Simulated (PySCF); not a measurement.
# C3H7FGe: the cost of one run

Computed with PySCF 2.14.0, with density-fitted response routines of our own, on a single molecule in the gas phase. Atoms count from 0, in the outputs and in this text.

## (1) The starting structure

12 atoms, charge 0, multiplicity 1; geometry from: GFN2-xTB. The atoms were then displaced at random by about 0.01 Å, so the start is not that level's minimum.

Bonds of the start (Å): C0–C1 1.30, C1–Ge2 1.94, C1–C3 1.46, C3–F4 1.38, C0–H5 1.08, C0–H6 1.10, Ge2–H7 1.49, Ge2–H8 1.52, Ge2–H9 1.51, C3–H10 1.13, C3–H11 1.10.

## (2) Optimising the geometry at PBE0-D3(BJ)/def2-SVP

The job: settings as JSON, then the geometry in Å.

```
{"job": {"xc": "PBE0", "basis": "def2-SVP", "d3": "d3bj", "grid": 1, "shake": 0.01, "kind": "geom"}, "charge": 0, "multiplicity": 1}
C     -0.360860     1.529210    -0.545020
C     -0.202520     0.308340    -0.133260
Ge     1.527390    -0.465220     0.299840
C     -1.300990    -0.636210     0.062230
F     -0.823970    -1.863040     0.461570
H      0.450330     2.228130    -0.679530
H     -1.349050     1.952180    -0.778590
H      1.837420    -1.652600    -0.543430
H      1.581800    -0.866710     1.760680
H      2.595950     0.570890     0.073260
H     -2.027160    -0.310690     0.863090
H     -1.888650    -0.822530    -0.849850
```

Launch:

```bash
OMP_NUM_THREADS=1 python probes_run.py task.json out
```

One launch serves the whole session: the jobs run in the order shown.

**Question.** How long does this first job take on 1 thread of Arm Neoverse V1, shared host, and how much memory does it need?

About 83 s, with a peak of 0.51 GiB.
